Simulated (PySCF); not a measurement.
The system is AlH3, in a box.

```xyz
4
Lattice="12.0000 0.0000 0.0000 0.0000 11.0000 0.0000 0.0000 0.0000 12.0000" Properties=species:S:1:pos:R:3 pbc="T T T"
Al    6.3453    5.5628    6.0868
H     6.8745    6.2735    7.3902
H     4.9556    4.8218    6.2127
H     7.0578    5.7234    4.7305
```

The cell isn't the ideal one: atoms moved at random, drawn with an rms of 0.05 Å.

Base run:

- Program: PySCF 2.14.0
- Functional: LC-wPBE
- Dispersion: D3(BJ)
- Potentials or basis: cc-pvdz (all-electron)
- k mesh: 1 × 1 × 1
- Occupations: fixed
- Spin: no spin polarisation

Its results: gap between the frontier levels 11.62 eV.

Task: The run is repeated on the same cell with these changes: functional from LC-wPBE to B97-D. What comes out?

Result: Gap between the frontier levels 4.78 eV.

Caveats: this is a molecule in a periodic box at the Γ point, so its band gap is the HOMO-LUMO gap; the basis of atomic orbitals isn't converged, which shifts pressures, moduli and gaps.

